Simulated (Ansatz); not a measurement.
**HfO (singlet): the correlation ladder, def2-SVP**

The task here is to estimate one member of a computed series from the others.

Computed with Ansatz 0.2.0, Gaussian basis. Level: def2-SVP, core rule «outside noble gas», up to 5 orbitals frozen.

The runs, in order: UHF; CCSD(T) on RHF; CCSD(T) on UHF; CISD; CCSDT(Q) on RHF; CCSDT(Q) on UHF.

26 further runs of the same task are left out: 11 for a known fault of the program, 4 that didn't finish, 11 set aside as unsound or not needed. Runs told in other sessions of the task aren't counted.

## The geometry

The geometry is a PBE0/def2-TZVP stationary point (not a proven minimum) of the parent state, kept for this charge and spin. No spin-orbit coupling is included. Elements past krypton take def2 core potentials.

2 atoms, charge 0, spin multiplicity 1.

Atoms are counted from 1 here; the program's logs count them from 0.

Bond lengths: Hf1–O2 1.741 Å.

The first run:

File in.yaml:

```yaml
crystal:
  periodic: [false, false, false]
  atoms:
    - {symbol: Hf, position_ang: [0.000000, 0.000000, 0.000000]}
    - {symbol: O, position_ang: [0.000000, 0.000000, 1.741200]}
basis:
  gaussian: {orbitals: def2-SVP}
magnetization: {spin_polarized: true, initial_magnetization: 0}
hamiltonian: {xc: hf}
output: {orbitals: {seedname: orbitals}}
```

On the command line:

```console
$ ansatz run in.yaml --threads 1 --pin off --events-out ev --progress --plain --max-ram 2393MiB
```

Among the steps run: UHF; CCSD(T) on RHF; CCSD(T) on UHF; CISD; CCSDT(Q) on RHF; CCSDT(Q) on UHF.

One of the session's tables, all rows but one given; the rest of the session is left out.

It belongs to the step «Misses and costs». 

```
   method  from RCCSDT(Q) (meV)
      RHF                     ?
      UHF               +8088.9
     RMP2                +128.5
    RCCSD                +480.9
 RCCSD(T)                 +39.3
   RCCSDT                 +38.9
RCCSDT(Q)                     0
```

**Question.** Estimate the row for RHF.

The run gave: from RCCSDT(Q) (meV): +8095.4. In the column «from RCCSDT(Q) (meV)» it is the highest.

Not comparable, so not listed: CCSD(T) on UHF; CCSDT(Q) on UHF (they don't share determinant, frozen orbitals or solution with the rows shown, or repeat one).

To keep in mind: Warnings: restricted reference is unstable; spin contamination; large T1 diagnostic.
